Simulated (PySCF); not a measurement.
**WCl3: one geometry, several methods**

How much do the numbers for WCl3 (quartet) hang on the method? All levels run at one geometry, the PBE0 minimum.

The runs use PySCF 2.14.0; several methods, basis W def2-SVP with ECP60, Cl def2-SVP, scalar-relativistic core potentials, no spin–orbit coupling, density fitting.

## (1) Starting geometry

4 atoms, charge 0, spin multiplicity 4.

Bond lengths: W1–Cl2 2.269 Å, W1–Cl3 2.269 Å, W1–Cl4 2.269 Å. Angles: Cl2–W1–Cl3 120.0°, Cl2–W1–Cl4 120.0°, Cl3–W1–Cl4 120.0°.

Z-matrix (Å, degrees; charge 0 multiplicity 4):
```
W
Cl 1 2.2685
Cl 1 2.2685 2 120.00
Cl 1 2.2685 2 120.00 3 180.00
```

## (2) PBE0

The steps are one call of a driver around PySCF; scf.py gives each level's set-up. Each SCF starts from the density of the minimum. The driver also runs the species with one electron less or more at the same geometry (one less: multiplicity 3, one more: multiplicity 3); their logs are not shown.

File scf.py:

```python
from pyscf import gto, scf, dft
mol = gto.M(atom='''
W      0.000000    -0.000000     0.000000
Cl     2.268540     0.000010     0.000000
Cl    -1.134278     1.964608    -0.000000
Cl    -1.134262    -1.964618     0.000000''',
    basis={'W': 'def2-SVP', 'Cl': 'def2-SVP'},
    ecp={'W': 'def2-SVP'},
    charge=0, spin=3)
mf = dft.UKS(mol, xc='PBE0')
mf.grids.atom_grid = (99, 590)
aux = {'W': 'def2-universal-JKFIT', 'Cl': 'def2-universal-JKFIT'}
mf = mf.density_fit(auxbasis=aux)
mf.kernel()
```

Output:

```text
init E= -1446.90652244505
[... the frontier-level lines of each cycle are left out ...]
cycle= 1 E= -1446.90652244643  delta_E= -1.39e-09  |g|= 1.39e-05  |ddm|= 0.000105
cycle= 2 E= -1446.90652244625  delta_E= 1.86e-10  |g|= 2.33e-05  |ddm|= 4.2e-05
Extra cycle  E= -1446.90652244528  delta_E= 9.68e-10  |g|= 4.67e-05  |ddm|= 7.8e-05
converged SCF energy = -1446.90652244528  <S^2> = 3.7646848  2S+1 = 4.0073357
```

This level, with the species of one electron less or more, took 11 s on 4 threads, shared host.

```
energy                        : -1446.906522 Eh
one electron less (charge +1) : -1446.581148 Eh (triplet, ⟨S²⟩ 2.02)
one electron more (charge -1) : -1446.943804 Eh (triplet, ⟨S²⟩ 2.02)
Mulliken charge of W1         : +0.66 e
```

## (3) HF

Changes to scf.py since step 2:

```diff
@@ -10,2 +10 @@
-mf = dft.UKS(mol, xc='PBE0')
-mf.grids.atom_grid = (99, 590)
+mf = scf.UHF(mol)
```

Output:

```text
init E= -1444.58366077771
[... the frontier-level lines of each cycle are left out ...]
cycle= 1 E= -1444.61055647753  delta_E= -0.0269  |g|= 0.0817  |ddm|= 0.342
cycle= 2 E= -1444.61402549655  delta_E= -0.00347  |g|= 0.0491  |ddm|= 0.177
cycle= 3 E= -1444.61561558982  delta_E= -0.00159  |g|= 0.0121  |ddm|= 0.0658
cycle= 4 E= -1444.61585129274  delta_E= -0.000236  |g|= 0.00262  |ddm|= 0.0396
cycle= 5 E= -1444.6158663206  delta_E= -1.5e-05  |g|= 0.00117  |ddm|= 0.00865
cycle= 6 E= -1444.61586970926  delta_E= -3.39e-06  |g|= 0.000355  |ddm|= 0.00508
cycle= 7 E= -1444.61587004211  delta_E= -3.33e-07  |g|= 0.000125  |ddm|= 0.00163
cycle= 8 E= -1444.61587008169  delta_E= -3.96e-08  |g|= 4.8e-05  |ddm|= 0.000455
cycle= 9 E= -1444.61587008833  delta_E= -6.65e-09  |g|= 9.9e-06  |ddm|= 0.000248
cycle= 10 E= -1444.61587008859  delta_E= -2.58e-10  |g|= 2.07e-06  |ddm|= 5.99e-05
Extra cycle  E= -1444.6158700886  delta_E= -7.73e-12  |g|= 1.11e-06  |ddm|= 4.71e-06
converged SCF energy = -1444.6158700886  <S^2> = 3.775313  2S+1 = 4.0126365
```

This level, with the species of one electron less or more, took 2.4 s.

* energy: -1444.615870 Eh
* one electron less (charge +1): -1444.276839 Eh (triplet, ⟨S²⟩ 2.03)
* one electron more (charge -1): -1444.611882 Eh (triplet, ⟨S²⟩ 2.04)
* Mulliken charge of W1: +1.05 e

## (4) PBE

Changes to scf.py since step 3:

```diff
@@ -10 +10,2 @@
-mf = scf.UHF(mol)
+mf = dft.UKS(mol, xc='PBE')
+mf.grids.atom_grid = (99, 590)
```

Output:

```text
init E= -1446.83753260891
[... the frontier-level lines of each cycle are left out ...]
cycle= 1 E= -1446.83630714927  delta_E= 0.00123  |g|= 0.0957  |ddm|= 0.214
cycle= 2 E= -1446.79482958192  delta_E= 0.0415  |g|= 0.274  |ddm|= 0.421
cycle= 3 E= -1446.84175689038  delta_E= -0.0469  |g|= 0.0043  |ddm|= 0.319
cycle= 4 E= -1446.84176581758  delta_E= -8.93e-06  |g|= 0.00153  |ddm|= 0.00537
cycle= 5 E= -1446.84176714424  delta_E= -1.33e-06  |g|= 0.000216  |ddm|= 0.00183
cycle= 6 E= -1446.84176717509  delta_E= -3.09e-08  |g|= 3.68e-05  |ddm|= 0.0003
cycle= 7 E= -1446.84176717583  delta_E= -7.44e-10  |g|= 1.22e-05  |ddm|= 6.04e-05
Extra cycle  E= -1446.84176717538  delta_E= 4.5e-10  |g|= 3.03e-05  |ddm|= 4.78e-05
converged SCF energy = -1446.84176717538  <S^2> = 3.762282  2S+1 = 4.0061363
```

This level, with the species of one electron less or more, took 75 s.

| Item | Value |
| --- | --- |
| energy | -1446.841767 Eh |
| one electron less (charge +1) | -1446.535858 Eh (triplet, ⟨S²⟩ 2.02) |
| one electron more (charge -1) | -1446.878849 Eh (triplet, ⟨S²⟩ 2.01) |
| Mulliken charge of W1 | +0.50 e |

## (5) r2SCAN

Changes to scf.py since step 4:

```diff
@@ -10 +10 @@
-mf = dft.UKS(mol, xc='PBE')
+mf = dft.UKS(mol, xc='R2SCAN')
```

Output:

```text
init E= -1447.32629036282
[... the frontier-level lines of each cycle are left out ...]
cycle= 1 E= -1447.32677333564  delta_E= -0.000483  |g|= 0.0383  |ddm|= 0.137
cycle= 2 E= -1447.32156191295  delta_E= 0.00521  |g|= 0.0997  |ddm|= 0.151
cycle= 3 E= -1447.3276406602  delta_E= -0.00608  |g|= 0.00275  |ddm|= 0.112
cycle= 4 E= -1447.32764486907  delta_E= -4.21e-06  |g|= 0.000244  |ddm|= 0.00294
cycle= 5 E= -1447.32764491239  delta_E= -4.33e-08  |g|= 6.14e-05  |ddm|= 0.000491
cycle= 6 E= -1447.32764491476  delta_E= -2.37e-09  |g|= 2.29e-05  |ddm|= 0.000118
cycle= 7 E= -1447.32764491517  delta_E= -4.12e-10  |g|= 3.48e-06  |ddm|= 4.57e-05
Extra cycle  E= -1447.32764491515  delta_E= 1.86e-11  |g|= 6.99e-06  |ddm|= 1.34e-05
converged SCF energy = -1447.32764491515  <S^2> = 3.7680905  2S+1 = 4.009035
```

This level, with the species of one electron less or more, took 31 s.

```
energy                        : -1447.327645 Eh
one electron less (charge +1) : -1447.007775 Eh (triplet, ⟨S²⟩ 2.03)
one electron more (charge -1) : -1447.362699 Eh (triplet, ⟨S²⟩ 2.02)
Mulliken charge of W1         : +0.66 e
```

## (6) B3LYP

Changes to scf.py since step 5:

```diff
@@ -10 +10 @@
-mf = dft.UKS(mol, xc='R2SCAN')
+mf = dft.UKS(mol, xc='B3LYP')
```

Output:

```text
init E= -1447.42732837989
[... the frontier-level lines of each cycle are left out ...]
cycle= 1 E= -1447.42831984731  delta_E= -0.000991  |g|= 0.0112  |ddm|= 0.099
cycle= 2 E= -1447.42837607768  delta_E= -5.62e-05  |g|= 0.00803  |ddm|= 0.0305
cycle= 3 E= -1447.42840766004  delta_E= -3.16e-05  |g|= 0.000585  |ddm|= 0.0108
cycle= 4 E= -1447.42840846678  delta_E= -8.07e-07  |g|= 0.000244  |ddm|= 0.00234
cycle= 5 E= -1447.4284085335  delta_E= -6.67e-08  |g|= 0.000143  |ddm|= 0.000708
cycle= 6 E= -1447.42840854056  delta_E= -7.06e-09  |g|= 0.000105  |ddm|= 0.000278
cycle= 7 E= -1447.42840854806  delta_E= -7.5e-09  |g|= 5.29e-06  |ddm|= 0.000144
cycle= 8 E= -1447.42840854811  delta_E= -4.59e-11  |g|= 2.2e-06  |ddm|= 1.92e-05
Extra cycle  E= -1447.4284085481  delta_E= 3.64e-12  |g|= 3.08e-06  |ddm|= 6.91e-06
converged SCF energy = -1447.4284085481  <S^2> = 3.7604877  2S+1 = 4.0052404
```

This level, with the species of one electron less or more, took 22 s on 4 threads, shared host.

- energy: -1447.428409 Eh
- one electron less (charge +1): -1447.112218 Eh (triplet, ⟨S²⟩ 2.01)
- one electron more (charge -1): -1447.470407 Eh (triplet, ⟨S²⟩ 2.01)
- Mulliken charge of W1: +0.60 e

## (7) TPSSh

Changes to scf.py since step 6:

```diff
@@ -10 +10 @@
-mf = dft.UKS(mol, xc='B3LYP')
+mf = dft.UKS(mol, xc='TPSSH')
```

Output:

```text
init E= -1447.40656682774
[... the frontier-level lines of each cycle are left out ...]
cycle= 1 E= -1447.40713535215  delta_E= -0.000569  |g|= 0.00695  |ddm|= 0.0628
cycle= 2 E= -1447.4070427357  delta_E= 9.26e-05  |g|= 0.0143  |ddm|= 0.024
cycle= 3 E= -1447.40716240097  delta_E= -0.00012  |g|= 0.0019  |ddm|= 0.0177
cycle= 4 E= -1447.40716467027  delta_E= -2.27e-06  |g|= 0.000309  |ddm|= 0.00243
cycle= 5 E= -1447.40716474286  delta_E= -7.26e-08  |g|= 7.08e-05  |ddm|= 0.000626
cycle= 6 E= -1447.40716474702  delta_E= -4.16e-09  |g|= 7.33e-06  |ddm|= 0.000119
cycle= 7 E= -1447.40716474712  delta_E= -9.96e-11  |g|= 3.95e-06  |ddm|= 3.04e-05
Extra cycle  E= -1447.40716474711  delta_E= 5.68e-12  |g|= 5.06e-06  |ddm|= 1.18e-05
converged SCF energy = -1447.40716474711  <S^2> = 3.7645855  2S+1 = 4.0072861
```

This level, with the species of one electron less or more, took 30 s.

* energy: -1447.407165 Eh
* one electron less (charge +1): -1447.090003 Eh (triplet, ⟨S²⟩ 2.02)
* one electron more (charge -1): -1447.444413 Eh (triplet, ⟨S²⟩ 2.01)
* Mulliken charge of W1: +0.67 e

## (8) The ladder

| level | atomisation energy (kJ/mol) | vertical ionisation energy (eV) | vertical electron affinity (eV) | −ε(HOMO) (eV) | gap (eV) | wall time |
| --- | --- | --- | --- | --- | --- | --- |
| PBE0 | 1290 | 8.85 | 1.01 | 6.78 | 3.84 | 11 s |
| HF | 907 | 9.23 | -0.11 | 10.68 | 11.34 | 2.4 s |
| PBE | 1345 | 8.32 | 1.01 | 5.16 | 1.50 | 75 s |
| r2SCAN | – | 8.70 | 0.95 | 5.71 | 1.95 | 31 s |
| B3LYP | 1237 | 8.60 | 1.14 | 6.31 | 3.18 | 22 s |
| TPSSh | 1308 | 8.63 | 1.01 | 5.97 | 2.57 | 30 s |

Times are for 4 threads, shared host; PBE0 starts from its own converged density, so its time is not comparable. A dash stands where a species or a free atom was not run at that level, or the quantity is not defined.

Atomisation goes to high-spin atoms in their ground configurations, run at the same level, without zero-point energy.

## (9) Outcome

```
                         quantity                          value
        atomisation energy, range  907 (HF) to 1345 (PBE) kJ/mol
vertical ionisation energy, range     8.32 (PBE) to 9.23 (HF) eV
vertical electron affinity, range  -0.11 (HF) to 1.14 (B3LYP) eV
               orbital gap, range    1.50 (PBE) to 11.34 (HF) eV
```

**Reading.** The atomisation energy spreads over 438 kJ/mol, from HF to PBE; without a CCSD(T) value for it there is no yardstick here. Without diffuse functions electron affinities tend to come out too low. Open d and f shells are described by one determinant, and the ground state may have another occupation or spin. With an element this heavy the missing spin–orbit coupling can shift these numbers.
